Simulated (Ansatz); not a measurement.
# CH5MoNO3: how energies converge with the basis set

An exercise on one series of results from a longer session: the logs are not shown, and one member is left open.

Method: one geometry, several basis sets; program: Ansatz 0.2.0, Gaussian basis.

The runs, in order: PBE0-D4/def2-SVP; ωB97M-V/def2-SVP; PBE0-D4/def2-QZVPP; ωB97M-V/def2-QZVPP; the functionals' def2-TZVPP values are taken from earlier runs.

**Structure used throughout**

All runs share one geometry, relaxed beforehand with PBE0-D4 in a triple-zeta def2 set. Mo takes the def2 core potential; no spin-orbit term is included.

SMILES `C[O][Mo]([NH2])(=[O])=[O]`, 11 atoms, charge 0, spin multiplicity 1.

Atoms are counted from 1 here; the program's logs count them from 0.

Bond lengths: C1–O2 1.407 Å, C1–H7 1.094 Å, C1–H8 1.093 Å, C1–H9 1.095 Å, O2–Mo3 1.860 Å, Mo3–N4 1.928 Å, Mo3–O5 1.683 Å, Mo3–O6 1.682 Å, N4–H10 1.009 Å, N4–H11 1.009 Å. Angles: O2–C1–H7 110.1°, O2–C1–H8 108.6°, O2–C1–H9 111.2°, H7–C1–H8 108.8°, H7–C1–H9 109.0°, H8–C1–H9 109.0°, C1–O2–Mo3 131.9°, O2–Mo3–N4 110.4°, O2–Mo3–O5 108.6°, O2–Mo3–O6 108.8°, N4–Mo3–O5 107.9°, N4–Mo3–O6 108.9°, O5–Mo3–O6 112.2°, Mo3–N4–H10 123.5°, Mo3–N4–H11 123.5°, H10–N4–H11 111.7°.

Geometry (Å):

```xyz
11
charge 0, multiplicity 1
C    -0.4445    0.2063   -1.9479
O     0.4769    0.4702   -0.9182
Mo    0.2814    0.5726    0.9287
N     0.5067   -1.1678    1.7262
O    -1.2777    1.1032    1.2744
O     1.4566    1.6083    1.5407
H    -0.5140   -0.8718   -2.1232
H    -0.0927    0.6894   -2.8624
H    -1.4383    0.5924   -1.6994
H    -0.2633   -1.7714    1.9726
H     1.3746   -1.4883    2.1289
```

The first run:

Contents of in.yaml:

```yaml
crystal:
  periodic: [false, false, false]
  atoms:
    - {symbol: C, position_ang: [-0.444546, 0.206262, -1.947873]}
    - {symbol: O, position_ang: [0.476944, 0.470221, -0.918201]}
    - {symbol: Mo, position_ang: [0.281389, 0.572639, 0.928708]}
    - {symbol: N, position_ang: [0.506659, -1.167849, 1.726194]}
    - {symbol: O, position_ang: [-1.277673, 1.103167, 1.274430]}
    - {symbol: O, position_ang: [1.456567, 1.608325, 1.540736]}
    - {symbol: H, position_ang: [-0.514040, -0.871783, -2.123226]}
    - {symbol: H, position_ang: [-0.092722, 0.689407, -2.862420]}
    - {symbol: H, position_ang: [-1.438324, 0.592373, -1.699376]}
    - {symbol: H, position_ang: [-0.263317, -1.771351, 1.972630]}
    - {symbol: H, position_ang: [1.374563, -1.488308, 2.128898]}
basis:
  gaussian: {orbitals: def2-SVP}
hamiltonian: {xc: pbe0, dispersion: d4}
output: {orbitals: {seedname: orbitals}}
```

On the command line:

```console
ansatz run in.yaml --threads 4 --pin off --events-out ev --progress --plain --max-ram 11315MiB
```

Among the steps run: PBE0-D4 in def2-SVP; ωB97M-V in def2-SVP; PBE0-D4 in def2-QZVPP; ωB97M-V in def2-QZVPP.

One of the session's tables, all rows but one given; the rest of the session is left out.

It belongs to the step «Density functionals: the series». 

| functional | basis | HOMO (eV) | LUMO (eV) |
| --- | --- | --- | --- |
| PBE0-D4 | def2-SVP | -8.14 | -1.78 |
| PBE0-D4 | def2-TZVPP | ? | ? |
| PBE0-D4 | def2-QZVPP | -8.26 | -1.84 |
| ωB97M-V | def2-SVP | -10.41 | 0.42 |
| ωB97M-V | def2-TZVPP | -10.52 | 0.36 |
| ωB97M-V | def2-QZVPP | -10.55 | 0.26 |

Q: Estimate the row for PBE0-D4, def2-TZVPP from the others.

As computed: HOMO (eV): -8.23; LUMO (eV): -1.82. In the column «HOMO (eV)» it lies between PBE0-D4, def2-QZVPP (-8.26) and PBE0-D4, def2-SVP (-8.14).
